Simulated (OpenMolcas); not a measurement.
# W³⁺ among point charges: CASSCF and CASPT2 levels and susceptibility, part 2 of 2

How does a field of 6 point charges split the states of W³⁺, and what χT follows?

OpenMolcas 26.06; ANO-RCC-VDZP, DKH2, active space 3 electrons in 5 orbitals (5d), orbitals: per spin and parity. Surroundings: 6 point charges of -1.7 e arranged as an octahedron (Oh), 2.17 Å from the ion. The steps go on from the part before.

### Step 6. CASPT2: IPEA 0.25, imaginary shift 0.1 (closed shells correlated: 4f 5s 5p)

a.inp reads:

```
>>> COPY JOB001 $Project.JobIph
&CASPT2
Multistate=10 1 2 3 4 5 6 7 8 9 10
NoMult
Frozen=14 9
IPEA=0.25
Imaginary=0.1
MaxIter=60
WThr=0.0 0.3 0.05
PrWF=0.5
NoMix
>>> COPY JOB002 $Project.JobIph
&CASPT2
Multistate=40 1 2 3 4 5 6 7 8 9 10 11 12 13 14 15 16 17 18 19 20 21 22
23 24 25 26 27 28 29 30 31 32 33 34 35 36 37 38 39 40
NoMult
Frozen=14 9
IPEA=0.25
Imaginary=0.1
MaxIter=60
WThr=0.0 0.3 0.05
PrWF=0.5
NoMix
```

The run is started by

```
$ OMP_NUM_THREADS=1 MOLCAS_MEM=1689 MOLCAS_PROJECT=a pymolcas a.inp > a.log
```

Output:

```text
Orbital specifications:
      -----------------------

      Symmetry species                           1   2
                                                ag  au
      Frozen orbitals                           14   9
      Inactive orbitals                          1  10
      Active orbitals                            5   0
      Secondary orbitals                        16  13
      Deleted orbitals                           0   0
      Number of basis functions                 36  32
Type of calculation                        SS-CASPT2
      Fock operator                              state-specific
      IPEA shift                                 0.25
      Real shift                                 0.00
      Imaginary shift                            0.10
      The input orbitals will be transformed to quasi-canonical
Reference energy:      -16133.2037288868
      E2 (Non-variational):      -0.7759335599
      Shift correction:          -0.0001274920
      E2 (Variational):          -0.7760610519
      Total energy:          -16133.9797899387
      Residual norm:              0.0000006521
      Reference weight:           0.92268
      Contributions to the CASPT2 correlation energy
      Active & Virtual Only:         -0.0092461786
      One Inactive Excited:          -0.1098704126
      Two Inactive Excited:          -0.6568169688
Reference energy:      -16133.1494856362
      E2 (Non-variational):      -0.7767186965
      Shift correction:          -0.0001269895
      E2 (Variational):          -0.7768456861
      Total energy:          -16133.9263313223
      Residual norm:              0.0000001808
      Reference weight:           0.92258
      Contributions to the CASPT2 correlation energy
      Active & Virtual Only:         -0.0089714438
      One Inactive Excited:          -0.1121317113
      Two Inactive Excited:          -0.6556155414
::    CASPT2 Root  1     Total energy: -16133.97978994
::    CASPT2 Root  2     Total energy: -16133.92633132
::    CASPT2 Root  3     Total energy: -16133.92653068
::    CASPT2 Root  4     Total energy: -16133.92593689
::    CASPT2 Root  5     Total energy: -16133.89856608
::    CASPT2 Root  6     Total energy: -16133.89850610
::    CASPT2 Root  7     Total energy: -16133.89851835
::    CASPT2 Root  8     Total energy: -16133.85331053
::    CASPT2 Root  9     Total energy: -16133.85356428
::    CASPT2 Root 10     Total energy: -16133.85343163
Orbital specifications:
      -----------------------

      Symmetry species                           1   2
                                                ag  au
      Frozen orbitals                           14   9
      Inactive orbitals                          1  10
      Active orbitals                            5   0
      Secondary orbitals                        16  13
      Deleted orbitals                           0   0
      Number of basis functions                 36  32
Type of calculation                        SS-CASPT2
      Fock operator                              state-specific
      IPEA shift                                 0.25
      Real shift                                 0.00
      Imaginary shift                            0.10
      The input orbitals will be transformed to quasi-canonical
Reference energy:      -16133.1424704179
      E2 (Non-variational):      -0.7812243653
      Shift correction:          -0.0002865365
      E2 (Variational):          -0.7815109019
      Total energy:          -16133.9239813198
      Residual norm:              0.0000002209
      Reference weight:           0.91759
      Contributions to the CASPT2 correlation energy
      Active & Virtual Only:         -0.0141172600
      One Inactive Excited:          -0.1084031260
      Two Inactive Excited:          -0.6587039794
Reference energy:      -16133.1424704179
      E2 (Non-variational):      -0.7813868875
      Shift correction:          -0.0002717373
      E2 (Variational):          -0.7816586248
      Total energy:          -16133.9241290427
      Residual norm:              0.0000001538
      Reference weight:           0.91770
      Contributions to the CASPT2 correlation energy
      Active & Virtual Only:         -0.0140742904
      One Inactive Excited:          -0.1086094817
      Two Inactive Excited:          -0.6587031154
::    CASPT2 Root  1     Total energy: -16133.92398132
::    CASPT2 Root  2     Total energy: -16133.92412904
::    CASPT2 Root  3     Total energy: -16133.92158433
::    CASPT2 Root  4     Total energy: -16133.92150137
::    CASPT2 Root  5     Total energy: -16133.92163017
::    CASPT2 Root  6     Total energy: -16133.89970023
::    CASPT2 Root  7     Total energy: -16133.89974565
::    CASPT2 Root  8     Total energy: -16133.89980924
::    CASPT2 Root  9     Total energy: -16133.87986263
::    CASPT2 Root 10     Total energy: -16133.86604707
::    CASPT2 Root 11     Total energy: -16133.86658124
::    CASPT2 Root 12     Total energy: -16133.86651565
::    CASPT2 Root 13     Total energy: -16133.86730047
::    CASPT2 Root 14     Total energy: -16133.86891031
::    CASPT2 Root 15     Total energy: -16133.86896403
::    CASPT2 Root 16     Total energy: -16133.86207673
::    CASPT2 Root 17     Total energy: -16133.86206024
::    CASPT2 Root 18     Total energy: -16133.84978852
::    CASPT2 Root 19     Total energy: -16133.85024346
::    CASPT2 Root 20     Total energy: -16133.85000087
::    CASPT2 Root 21     Total energy: -16133.82636877
::    CASPT2 Root 22     Total energy: -16133.82712209
::    CASPT2 Root 23     Total energy: -16133.82709435
::    CASPT2 Root 24     Total energy: -16133.82129668
::    CASPT2 Root 25     Total energy: -16133.80797424
::    CASPT2 Root 26     Total energy: -16133.80803852
::    CASPT2 Root 27     Total energy: -16133.80766187
::    CASPT2 Root 28     Total energy: -16133.80280988
::    CASPT2 Root 29     Total energy: -16133.80278479
::    CASPT2 Root 30     Total energy: -16133.80162467
```

This run took 6.8 s in all on 1 thread, shared host.

SS-CASPT2: lowest energy less the reference's lowest, -0.7761 hartree; reference weights 0.904 to 0.923.

Spin-free states, with their symmetry labels:

| state | degeneracy | E (cm-1) | free-ion L (%) |
| --- | --- | --- | --- |
| 4A2 | 1 | 0 | F (100) |
| 4T2 | 3 | 11747 | F (100) |
| 2E | 2 | 12232 | G (64) |
| 2T1 | 3 | 12777 | G (43) |
| 2T2 | 3 | 17566 | D (46) |
| 4T1 | 3 | 17834 | F (67) |
| 2A1 | 1 | 21932 | G (100) |
| 2T1 | 3 | 24449 | H (52) |
| 2T2 | 3 | 24890 | G (59) |
| 2E | 2 | 25837 | H (50) |
| 4T1 | 3 | 27732 | P (67) |
| 2T1 | 3 | 28483 | H (40) |
| 2T2 | 3 | 33564 | F (49) |
| 2A2 | 1 | 34785 | F (100) |
| 2T1 | 3 | 37727 | H (69) |
| 2T2 | 3 | 38931 | F (34) |
| 2E | 2 | 41344 | D (56) |
| 2T1 | 3 | 43397 | F (74) |
| 2E | 2 | 56995 | D (76) |
| 2T2 | 3 | 58128 | D (85) |

With spin-orbit coupling:

| E (cm-1) | Degeneracy | Label | 2S+1 | g |
| --- | --- | --- | --- | --- |
| 0 | 4 | Γ8 | 4 |  |
| 8940 | 4 | Γ8 | 4 |  |
| 11740 | 4 | Γ8 | 2 |  |
| 11880 | 2 | Γ7 | 4 | 1.18 1.18 1.18 |
| 12230 | 2 | Γ6 | 2 | 1.52 1.52 1.52 |
| 13150 | 4 | Γ8 | 4 |  |
| 15200 | 4 | Γ8 | 4 |  |
| 15920 | 2 | Γ6 | 4 | 1.02 1.02 1.02 |
| 16820 | 2 | Γ7 | 4 | 0.35 0.35 0.35 |
| 19000 | 4 | Γ8 | 4 |  |
| 19420 | 2 | Γ6 | 4 | 3.40 3.40 3.40 |
| 21800 | 4 | Γ8 | 4 |  |
| 22970 | 2 | Γ7 | 2 | 1.55 1.55 1.55 |
| 23030 | 4 | Γ8 | 4 |  |
| 23900 | 2 | Γ6 | 2 | 0.96 0.96 0.96 |
| 24670 | 4 | Γ8 | 2 |  |
| 26380 | 2 | Γ7 | 2 | 0.15 0.15 0.15 |
| 26430 | 4 | Γ8 | 2 |  |
| 26650 | 2 | Γ6 | 2 | 1.50 1.50 1.50 |
| 28690 | 4 | Γ8 | 2 |  |
| 29050 | 2 | Γ6 | 2 | 2.25 2.25 2.25 |
| 30440 | 4 | Γ8 | 2 |  |
| 30500 | 2 | Γ7 | 4 | 2.21 2.21 2.21 |
| 32000 | 4 | Γ8 | 4 |  |

Powder χT (cm³ K/mol): 0.67 at 2 K, 0.67 at 5 K, 0.67 at 10 K, 0.67 at 20 K, 0.67 at 50 K, 0.68 at 100 K, 0.69 at 150 K, 0.70 at 200 K, 0.71 at 250 K, 0.71 at 300 K.

### Step 7. The methods side by side

A. CASSCF
B. SS-CASPT2, IPEA 0.25, imaginary shift 0.1 (closed shells correlated: 4f 5s 5p)

| method | ground state | first state of that spin (cm-1) | first gap with spin-orbit (cm-1) | χT at 300 K |
| --- | --- | --- | --- | --- |
| A | 4A2 | 4T2 11910 | 9522.1 | 0.75 |
| B | 4A2 | 4T2 11750 | 8941.3 | 0.71 |

### Step 8. Results

This closing draws on all 2 parts.

| quantity | value |
| --- | --- |
| method | SS-CASPT2, IPEA 0.25, imaginary shift 0.1 (closed shells correlated: 4f 5s 5p) |
| spin-free ground state | 4A2, 1-fold in its orbital part |
| first state of the same spin within the active space | 4T2 at 11700 cm⁻¹ |
| lowest level | 4-fold Γ8 |
| next level | 8941.3 cm⁻¹ |
| χT at 300 K | 0.71 cm³ K/mol |
| effective moment at 300 K | 2.39 μB |

Cost by method:

| method | time of its own steps | time with the reference |
| --- | --- | --- |
| A. CASSCF | 9 s | 9 s |
| B. SS-CASPT2, IPEA 0.25, imaginary shift 0.1, +4f 5s 5p | 6.8 s | 16 s |

Times are of one thread on a shared host.

In words: The spin-free ground state (4A2) comes to 100 % from free-ion F terms and keeps the highest spin of the shell. χT at 300 K is 0.71, against 1.88 cm³ K/mol for the spin alone, so spin-orbit coupling lowers it. CASPT2 does not keep the components of a term degenerate, and the means are used. The field of point charges can differ much from that of real complexes. Point charges carry no covalency, so the field is a model and not that of real ligands.
